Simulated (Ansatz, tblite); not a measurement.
# (CuNH2)2 ring (Cu2N2H4): removing and adding an electron

What does removing or adding an electron cost or gain for (CuNH2)2 ring (Cu2N2H4)? Each charged state is run at several levels.

Computed with Ansatz 0.2.0, Gaussian basis. Level: as each input shows.

The runs, in order: charge +1 doublet, at the geometry of the singlet (PBE0-D4/def2-TZVP, PBE-D4/def2-TZVP, r2SCAN-D4/def2-TZVP); charge -1 doublet, at the geometry of the singlet (PBE0-D4/def2-TZVPD, PBE-D4/def2-TZVPD, r2SCAN-D4/def2-TZVPD); the starting singlet's energies come from earlier runs.

**1. The geometry**

The singlet was relaxed beforehand with r2SCAN-D4/def2-SVP.

8 atoms, charge 0, spin multiplicity 1.

Atoms are counted from 1 here; the program's logs count them from 0.

Bond lengths: Cu1–N2 1.974 Å, Cu1–N4 1.974 Å, N2–Cu3 1.974 Å, N2–H5 1.023 Å, N2–H6 1.023 Å, Cu3–N4 1.974 Å, N4–H7 1.023 Å, N4–H8 1.023 Å. Angles: N2–Cu1–N4 111.6°, Cu1–N2–Cu3 68.4°, Cu1–N2–H5 120.2°, Cu1–N2–H6 120.2°, Cu3–N2–H5 120.2°, Cu3–N2–H6 120.2°, H5–N2–H6 105.1°, N2–Cu3–N4 111.6°, Cu1–N4–Cu3 68.4°, Cu1–N4–H7 120.2°, Cu1–N4–H8 120.2°, Cu3–N4–H7 120.2°, Cu3–N4–H8 120.2°, H7–N4–H8 105.1°.

Geometry (Å):

```xyz
8

Cu   -0.7730   -0.6535   -0.4555
N    -0.9131    0.1419    1.3461
Cu    0.7729    0.6537    0.4554
N     0.9131   -0.1419   -1.3461
H    -0.8960   -0.4565    2.1757
H    -1.6265    0.8486    1.5427
H     1.6264   -0.8486   -1.5424
H     0.8961    0.4564   -2.1759
```

No spin-orbit coupling is included.

**2. Charge +1 doublet at the fixed geometry, first pass, PBE0-D4/def2-SVP**

in.yaml reads:

```yaml
crystal:
  periodic: [false, false, false]
  atoms:
    - {symbol: Cu, position_ang: [-0.772999, -0.653502, -0.455458]}
    - {symbol: N, position_ang: [-0.913139, 0.141940, 1.346063]}
    - {symbol: Cu, position_ang: [0.772931, 0.653679, 0.455395]}
    - {symbol: N, position_ang: [0.913100, -0.141894, -1.346091]}
    - {symbol: H, position_ang: [-0.895963, -0.456514, 2.175744]}
    - {symbol: H, position_ang: [-1.626480, 0.848553, 1.542667]}
    - {symbol: H, position_ang: [1.626391, -0.848638, -1.542419]}
    - {symbol: H, position_ang: [0.896148, 0.456386, -2.175900]}
basis:
  gaussian: {orbitals: def2-SVP}
total_charge: 1
magnetization: {spin_polarized: true, initial_magnetization: 1}
hamiltonian: {xc: pbe0, dispersion: d4}
output: {orbitals: {seedname: orbitals}}
```

Command:

```
ansatz run in.yaml --threads 4 --pin off --events-out ev --progress --plain --max-ram 3916MiB
```

Standard output:

```text
Functional definition: PBE0
  name "PBE0"
  cite "Adamo & Barone, J. Chem. Phys. 110, 6158 (1999) doi:10.1063/1.478522"
  cite "Perdew, Burke & Ernzerhof, Phys. Rev. Lett. 77, 3865 (1996) doi:10.1103/PhysRevLett.77.3865"
  parent pbe
  parameter a = 0.25
  parameter kappa = 0.804
  parameter beta = 0.06672455060314922
  exchange = (1 - a)*pbe_x(kappa = kappa, mu = beta*pi^2/3) + a*exact_x
  correlation = pbe_c(beta = beta)
1188 factors; integrals over basis functions are off by at most 8.0e-4 eV
mean field evaluation 1: about -92265.2580 eV, gradient 8.3e1 eV
mean field evaluation 2: about -91832.1012 eV, gradient 3.6e2 eV
mean field evaluation 4: about -92285.9305 eV, gradient 2.8e1 eV
mean field evaluation 8: about -92288.7441 eV, gradient 7.5e-1 eV
mean field evaluation 16: about -92289.0057 eV, gradient 2.8e-3 eV
mean field evaluation 32: about -92289.0057 eV, gradient 4.3e-5 eV
mean field -92289.00566536 eV, -3391.5584024671 hartree, gradient 1.9e-5 eV, S^2 0.755440; 4 other end points of the search recorded, 0 dependent functions left out
reference -92289.00573103 eV, -3391.5584048804 hartree; 38, 37 occupied and 72, 73 virtual orbitals, 1188 factors
Total energy: -92289.14769321 eV, -3391.5636218945 hartree
```

It took 7.5 s on 4 threads of Arm Neoverse V2, shared host.

From the report: HOMO -12.07 eV, LUMO -9.04 eV (over both spins); ⟨S²⟩ 0.755 (pure: 0.75).

**3. Charge +1 doublet at the fixed geometry, PBE0-D4/def2-TZVP**

start.molden holds the orbitals of an earlier run on this state, given as this run's starting guess.

Edit in.yaml of step 2 so:

```diff
@@ -12,3 +12,3 @@
 basis:
-  gaussian: {orbitals: def2-SVP}
+  gaussian: {orbitals: def2-TZVP, initial_orbitals: start.molden}
 total_charge: 1
@@ -16,2 +16,3 @@
 hamiltonian: {xc: pbe0, dispersion: d4}
+scf: {omitted_lower_state_checks: [starts]}
 output: {orbitals: {seedname: orbitals}}
```

Same command.

Standard output:

```text
Functional definition: PBE0
  name "PBE0"
  cite "Adamo & Barone, J. Chem. Phys. 110, 6158 (1999) doi:10.1063/1.478522"
  cite "Perdew, Burke & Ernzerhof, Phys. Rev. Lett. 77, 3865 (1996) doi:10.1103/PhysRevLett.77.3865"
  parent pbe
  parameter a = 0.25
  parameter kappa = 0.804
  parameter beta = 0.06672455060314922
  exchange = (1 - a)*pbe_x(kappa = kappa, mu = beta*pi^2/3) + a*exact_x
  correlation = pbe_c(beta = beta)
these checks for a lower state are left out or cut short: starts
1570 factors; their error is unknown
mean field evaluation 1: about -92302.5570 eV, gradient 1.0e2 eV
mean field evaluation 2: about -92305.1753 eV, gradient 3.9e0 eV
mean field evaluation 4: about -92305.3848 eV, gradient 2.9e-1 eV
mean field evaluation 8: about -92305.3850 eV, gradient 1.2e-5 eV
mean field -92305.38501211 eV, -3392.1603323579 hartree, gradient 1.3e-5 eV, S^2 0.756628; 0 other end points of the search recorded, 0 dependent functions left out
reference -92305.38504560 eV, -3392.1603335887 hartree; 38, 37 occupied and 138, 139 virtual orbitals, 1570 factors
Total energy: -92305.52700779 eV, -3392.1655506028 hartree
Checks for a lower state left out: starts
```

Run time: 16 s. Hardware: 4 threads of Arm Neoverse V2, shared host; peak memory 1.1 GiB.

Report: HOMO -12.31 eV, LUMO -9.24 eV (over both spins); ⟨S²⟩ 0.757 (pure: 0.75).

**4. Charge +1 doublet at the fixed geometry, PBE-D4/def2-TZVP**

Edit in.yaml of step 3 so:

```diff
@@ -15,3 +15,3 @@
 magnetization: {spin_polarized: true, initial_magnetization: 1}
-hamiltonian: {xc: pbe0, dispersion: d4}
+hamiltonian: {xc: pbe, dispersion: d4}
 scf: {omitted_lower_state_checks: [starts]}
```

The command is unchanged.

Standard output:

```text
Functional definition: PBE
  name "PBE"
  cite "Perdew, Burke & Ernzerhof, Phys. Rev. Lett. 77, 3865 (1996) doi:10.1103/PhysRevLett.77.3865"
  parent pbe
  parameter kappa = 0.804
  parameter beta = 0.06672455060314922
  exchange = pbe_x(kappa = kappa, mu = beta*pi^2/3)
  correlation = pbe_c(beta = beta)
these checks for a lower state are left out or cut short: starts
1392 factors; their error is unknown
mean field evaluation 1: about -92305.5616 eV, gradient 8.6e0 eV
mean field evaluation 2: about -92305.7942 eV, gradient 3.1e-1 eV
mean field evaluation 4: about -92305.7272 eV, gradient 2.3e-1 eV
mean field evaluation 8: about -92305.7273 eV, gradient 9.4e-6 eV
mean field -92305.72731931 eV, -3392.1729119154 hartree, gradient 6.0e-6 eV, S^2 0.751126; 0 other end points of the search recorded, 0 dependent functions left out
reference -92305.72736573 eV, -3392.1729136214 hartree; 38, 37 occupied and 138, 139 virtual orbitals, 1392 factors
Total energy: -92305.89737190 eV, -3392.1791612328 hartree
Checks for a lower state left out: starts
```

Wall time 4.6 s (4 threads of Arm Neoverse V2, shared host).

Report: HOMO -10.76 eV, LUMO -10.33 eV (over both spins); ⟨S²⟩ 0.751 (pure: 0.75).

**5. Charge +1 doublet at the fixed geometry, r2SCAN-D4/def2-TZVP**

Edit in.yaml of step 4 so:

```diff
@@ -15,3 +15,3 @@
 magnetization: {spin_polarized: true, initial_magnetization: 1}
-hamiltonian: {xc: pbe, dispersion: d4}
+hamiltonian: {xc: r2scan, dispersion: d4}
 scf: {omitted_lower_state_checks: [starts]}
```

The command is unchanged.

Standard output:

```text
Functional definition: r2SCAN
  name "r2SCAN"
  cite "Furness, Kaplan, Ning, Perdew & Sun, J. Phys. Chem. Lett. 11, 8208 (2020) doi:10.1021/acs.jpclett.0c02405"
  cite "Furness, Kaplan, Ning, Perdew & Sun, J. Phys. Chem. Lett. 11, 9248 (2020) doi:10.1021/acs.jpclett.0c03077"
  parent r2scan
  parameter k0 = 0.174
  parameter k1 = 0.065
  parameter a1 = 4.9479
  exchange = r2scan_x(k0 = k0, k1 = k1, a1 = a1)
  correlation = r2scan_c
these checks for a lower state are left out or cut short: starts
1392 factors; their error is unknown
mean field evaluation 1: about -92320.2419 eV, gradient 5.1e0 eV
mean field evaluation 2: about -92320.3124 eV, gradient 1.5e-1 eV
mean field evaluation 4: about -92320.2508 eV, gradient 8.5e-4 eV
mean field evaluation 8: about -92320.2508 eV, gradient 1.2e-5 eV
mean field -92320.25084154 eV, -3392.7066415132 hartree, gradient 2.3e-6 eV, S^2 0.752904; 0 other end points of the search recorded, 0 dependent functions left out
reference -92320.25085841 eV, -3392.7066421330 hartree; 38, 37 occupied and 138, 139 virtual orbitals, 1392 factors
Total energy: -92320.28726244 eV, -3392.7079799565 hartree
Checks for a lower state left out: starts
```

Run time: 12 s. Hardware: 4 threads of Arm Neoverse V2, shared host.

HOMO -10.98 eV, LUMO -10.11 eV (over both spins); ⟨S²⟩ 0.753 (pure: 0.75).

**6. Vertical ionisation energy**

Charged state less starting state, singlet to doublet; the starting state's energies are those of its earlier runs.

```
              level  vertical ionisation energy (eV)   time
   PBE-D4/def2-TZVP                            +7.14  7.1 s
r2SCAN-D4/def2-TZVP                            +7.00   16 s
  PBE0-D4/def2-TZVP                            +7.22   19 s
```

Times add the two runs; a level without a time comes out of a correlated run.

Beside −ε(HOMO) of the starting state:

```
              level  −ε(HOMO) (eV)  by difference (eV)  mismatch (eV)
   PBE-D4/def2-TZVP           3.98                7.14          -3.16
r2SCAN-D4/def2-TZVP           3.96                7.00          -3.03
  PBE0-D4/def2-TZVP           5.28                7.22          -1.94
```

**7. Charge -1 doublet at the fixed geometry, first pass, PBE0-D4/def2-SVP**

Edit in.yaml of step 5 so:

```diff
@@ -12,7 +12,6 @@
 basis:
-  gaussian: {orbitals: def2-TZVP, initial_orbitals: start.molden}
-total_charge: 1
+  gaussian: {orbitals: def2-SVP}
+total_charge: -1
 magnetization: {spin_polarized: true, initial_magnetization: 1}
-hamiltonian: {xc: r2scan, dispersion: d4}
-scf: {omitted_lower_state_checks: [starts]}
+hamiltonian: {xc: pbe0, dispersion: d4}
 output: {orbitals: {seedname: orbitals}}
```

Same command.

Standard output:

```text
Functional definition: PBE0
  name "PBE0"
  cite "Adamo & Barone, J. Chem. Phys. 110, 6158 (1999) doi:10.1063/1.478522"
  cite "Perdew, Burke & Ernzerhof, Phys. Rev. Lett. 77, 3865 (1996) doi:10.1103/PhysRevLett.77.3865"
  parent pbe
  parameter a = 0.25
  parameter kappa = 0.804
  parameter beta = 0.06672455060314922
  exchange = (1 - a)*pbe_x(kappa = kappa, mu = beta*pi^2/3) + a*exact_x
  correlation = pbe_c(beta = beta)
1188 factors; integrals over basis functions are off by at most 8.0e-4 eV
mean field evaluation 1: about -92289.8338 eV, gradient 3.4e1 eV
mean field evaluation 2: about -92278.9693 eV, gradient 5.9e1 eV
mean field evaluation 4: about -92295.0570 eV, gradient 1.4e0 eV
mean field evaluation 8: about -92295.3326 eV, gradient 4.3e-1 eV
mean field evaluation 16: about -92295.3337 eV, gradient 3.9e-3 eV
mean field -92295.33373441 eV, -3391.7909547154 hartree, gradient 8.4e-5 eV, S^2 0.764809; 0 other end points of the search recorded, 0 dependent functions left out
reference -92295.33377328 eV, -3391.7909561438 hartree; 39, 38 occupied and 71, 72 virtual orbitals, 1188 factors
Total energy: -92295.51021971 eV, -3391.7974404308 hartree
```

It took 4.5 s on 4 threads of Arm Neoverse V2, shared host.

From the report: HOMO 1.75 eV, LUMO 3.19 eV (over both spins); ⟨S²⟩ 0.765 (pure: 0.75). Doubts: highest occupied level lies above zero.

**8. Charge -1 doublet at the fixed geometry, PBE0-D4/def2-TZVPD**

Edit in.yaml of step 7 so:

```diff
@@ -12,3 +12,3 @@
 basis:
-  gaussian: {orbitals: def2-SVP}
+  gaussian: {orbitals: def2-TZVPD, initial_orbitals: start.molden}
 total_charge: -1
@@ -16,2 +16,3 @@
 hamiltonian: {xc: pbe0, dispersion: d4}
+scf: {omitted_lower_state_checks: [starts]}
 output: {orbitals: {seedname: orbitals}}
```

The command is unchanged.

Standard output:

```text
Functional definition: PBE0
  name "PBE0"
  cite "Adamo & Barone, J. Chem. Phys. 110, 6158 (1999) doi:10.1063/1.478522"
  cite "Perdew, Burke & Ernzerhof, Phys. Rev. Lett. 77, 3865 (1996) doi:10.1103/PhysRevLett.77.3865"
  parent pbe
  parameter a = 0.25
  parameter kappa = 0.804
  parameter beta = 0.06672455060314922
  exchange = (1 - a)*pbe_x(kappa = kappa, mu = beta*pi^2/3) + a*exact_x
  correlation = pbe_c(beta = beta)
these checks for a lower state are left out or cut short: starts
1658 factors; their error is unknown
mean field evaluation 1: about -92308.4897 eV, gradient 1.1e2 eV
mean field evaluation 2: about -92311.8487 eV, gradient 5.5e0 eV
mean field evaluation 4: about -92312.4294 eV, gradient 5.1e-2 eV
mean field evaluation 8: about -92312.6538 eV, gradient 2.1e-5 eV
mean field -92312.65375594 eV, -3392.4274537668 hartree, gradient 2.1e-5 eV, S^2 0.769946; 0 other end points of the search recorded, 0 dependent functions left out
reference -92312.65379114 eV, -3392.4274550605 hartree; 39, 38 occupied and 167, 168 virtual orbitals, 1658 factors
Total energy: -92312.83023758 eV, -3392.4339393474 hartree
Checks for a lower state left out: starts
```

Run time: 11 s. Hardware: 4 threads of Arm Neoverse V2, shared host; peak memory 0.91 GiB.

From the report: HOMO 1.28 eV, LUMO 2.78 eV (over both spins); ⟨S²⟩ 0.770 (pure: 0.75). Doubts: highest occupied level lies above zero.

**9. Charge -1 doublet at the fixed geometry, PBE-D4/def2-TZVPD**

Edit in.yaml of step 8 so:

```diff
@@ -15,3 +15,3 @@
 magnetization: {spin_polarized: true, initial_magnetization: 1}
-hamiltonian: {xc: pbe0, dispersion: d4}
+hamiltonian: {xc: pbe, dispersion: d4}
 scf: {omitted_lower_state_checks: [starts]}
```

Same command.

Standard output:

```text
Functional definition: PBE
  name "PBE"
  cite "Perdew, Burke & Ernzerhof, Phys. Rev. Lett. 77, 3865 (1996) doi:10.1103/PhysRevLett.77.3865"
  parent pbe
  parameter kappa = 0.804
  parameter beta = 0.06672455060314922
  exchange = pbe_x(kappa = kappa, mu = beta*pi^2/3)
  correlation = pbe_c(beta = beta)
these checks for a lower state are left out or cut short: starts
1500 factors; their error is unknown
mean field evaluation 1: about -92312.9799 eV, gradient 8.8e0 eV
mean field evaluation 2: about -92313.2540 eV, gradient 4.8e-1 eV
mean field evaluation 4: about -92313.2165 eV, gradient 2.5e-1 eV
mean field evaluation 8: about -92313.2167 eV, gradient 1.6e-5 eV
mean field -92313.21670201 eV, -3392.4481416534 hartree, gradient 1.6e-5 eV, S^2 0.763579; 0 other end points of the search recorded, 0 dependent functions left out
reference -92313.21674756 eV, -3392.4481433273 hartree; 39, 38 occupied and 167, 168 virtual orbitals, 1500 factors
Total energy: -92313.42796572 eV, -3392.4559054514 hartree
Checks for a lower state left out: starts
```

It took 5.5 s on 4 threads of Arm Neoverse V2, shared host.

Report: HOMO 1.59 eV, LUMO 2.01 eV (over both spins); ⟨S²⟩ 0.764 (pure: 0.75). Doubts: highest occupied level lies above zero.

**10. Charge -1 doublet at the fixed geometry, r2SCAN-D4/def2-TZVPD**

Edit in.yaml of step 9 so:

```diff
@@ -15,3 +15,3 @@
 magnetization: {spin_polarized: true, initial_magnetization: 1}
-hamiltonian: {xc: pbe, dispersion: d4}
+hamiltonian: {xc: r2scan, dispersion: d4}
 scf: {omitted_lower_state_checks: [starts]}
```

Launched as before.

Standard output:

```text
Functional definition: r2SCAN
  name "r2SCAN"
  cite "Furness, Kaplan, Ning, Perdew & Sun, J. Phys. Chem. Lett. 11, 8208 (2020) doi:10.1021/acs.jpclett.0c02405"
  cite "Furness, Kaplan, Ning, Perdew & Sun, J. Phys. Chem. Lett. 11, 9248 (2020) doi:10.1021/acs.jpclett.0c03077"
  parent r2scan
  parameter k0 = 0.174
  parameter k1 = 0.065
  parameter a1 = 4.9479
  exchange = r2scan_x(k0 = k0, k1 = k1, a1 = a1)
  correlation = r2scan_c
these checks for a lower state are left out or cut short: starts
1500 factors; their error is unknown
mean field evaluation 1: about -92327.4728 eV, gradient 5.3e0 eV
mean field evaluation 2: about -92327.6108 eV, gradient 4.7e-1 eV
mean field evaluation 4: about -92327.5790 eV, gradient 2.6e-1 eV
mean field evaluation 8: about -92327.5791 eV, gradient 1.9e-5 eV
mean field -92327.57911292 eV, -3392.9759505188 hartree, gradient 1.9e-5 eV, S^2 0.804915; 0 other end points of the search recorded, 0 dependent functions left out
reference -92327.57914289 eV, -3392.9759516204 hartree; 39, 38 occupied and 167, 168 virtual orbitals, 1500 factors
Total energy: -92327.62554686 eV, -3392.9776569348 hartree
Checks for a lower state left out: starts
```

Run time: 14 s. Hardware: 4 threads of Arm Neoverse V2, shared host.

From the report: HOMO 1.43 eV, LUMO 2.34 eV (over both spins); ⟨S²⟩ 0.805 (pure: 0.75). Doubts: highest occupied level lies above zero.

**11. Vertical electron affinity**

Starting state less charged state (positive: the electron is bound), singlet to doublet; the starting state's energies are those of its earlier runs.

```
               level  vertical electron affinity (eV)   time
   PBE-D4/def2-TZVPD                            +0.29  8.2 s
r2SCAN-D4/def2-TZVPD                            +0.27   20 s
  PBE0-D4/def2-TZVPD                             0.00   15 s
```

Times add the two runs; a level without a time comes out of a correlated run.

Beside −ε(LUMO) of the starting state:

```
               level  −ε(LUMO) (eV)  by difference (eV)  mismatch (eV)
   PBE-D4/def2-TZVPD           2.19                0.29          +1.91
r2SCAN-D4/def2-TZVPD           1.90                0.27          +1.63
  PBE0-D4/def2-TZVPD           1.26                0.00          +1.26
```

**12. Outcome**

```
                                             quantity                                  value
 vertical ionisation energy, functionals in def2-TZVP  7.00 (r2SCAN-D4) to 7.22 eV (PBE0-D4)
vertical electron affinity, functionals in def2-TZVPD     0.00 (PBE0-D4) to 0.29 eV (PBE-D4)
```

The vertical ionisation energy spans 7.00 to 7.22 eV over the functionals. −ε(HOMO) misses the level's own difference by -1.94 eV at best (PBE0-D4) and -3.16 eV at worst (PBE-D4). The vertical electron affinity spans 0.00 to 0.29 eV over the functionals. The anion's highest level lies above zero where self-interaction lifts it, so diffuse functions weigh on these values. −ε(LUMO) misses the level's own difference by +1.26 eV at best (PBE0-D4) and +1.91 eV at worst (PBE-D4). The charged states' spins were chosen beforehand and needn't be their lowest.

The anion's highest level is positive in at least one run, so there the basis alone may hold the extra electron.
